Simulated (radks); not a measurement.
# Ionisation of As⁺: one atom, several choices of exchange strength α

The task here is to estimate one member of a computed series from the others.

The numbers are computed with radks (a radial shooting solver on a logarithmic mesh, Libxc functionals) version 1 (scalar-relativistic Kohn-Sham, spin-polarised, spherical densities, finite nucleus; open shells are filled with parallel spins first), except any that are marked as measured or tabulated.

## The atom as given

```
element       : arsenic (Z = 33)
charge        : +1
electrons     : 32
configuration : [Ar] 3d10 4s2 4p2
ion           : As²⁺, [Ar] 3d10 4s2 4p1
choices       : α = 0.667; α = 0.8; α = 0.839; α = 0.884; α = 0.906; α = 0.943; α = 0.977
```

The outer shells:

As⁺
```
[Ar] core
3d [↑↓][↑↓][↑↓][↑↓][↑↓]
4s [↑↓]
4p [↑ ][↑ ][  ]
```

As²⁺
```
[Ar] core
3d [↑↓][↑↓][↑↓][↑↓][↑↓]
4s [↑↓]
4p [↑ ][  ][  ]
```

Set-up of the first run:

Input:

```text
Z 33
configuration [Ar] 3d10 4s2 4p2
relativity scalar-relativistic
functional xalpha 0.667
spin polarised
nucleus finite rms 4.0968 fm
c 137.035999084
```

Steps of the session up to this table: α = 0.667: As⁺.

One of the session's tables, all rows but one given; the rest of the session is left out.

It belongs to the step «α = 0.667: As⁺». From the orbitals of this run (lengths in bohr):

```
  level     <r>  outermost maximum (interpolated)  90 % within  nodes
  3p up  0.6185                             0.521        0.950      1
3p down  0.6179                             0.521        0.949      1
  3d up       ?                                 ?            ?      ?
3d down  0.6764                             0.475         1.13      0
  4s up   1.883                              1.60         2.81      3
4s down   1.868                              1.58         2.79      3
  4p up   2.320                              1.91         3.53      2
4p down   2.349                              1.89         3.62      2
```

Q: Estimate the row for 3d up from the others.

As computed: <r>: 0.6813; outermost maximum (interpolated): 0.475; 90 % within: 1.15; nodes: 0. In the column «<r>» it lies between 3d down (0.6764) and 4s down (1.868).

Limits of these values: Open shells are spherical and high-spin; term and fine-structure splittings are not resolved.
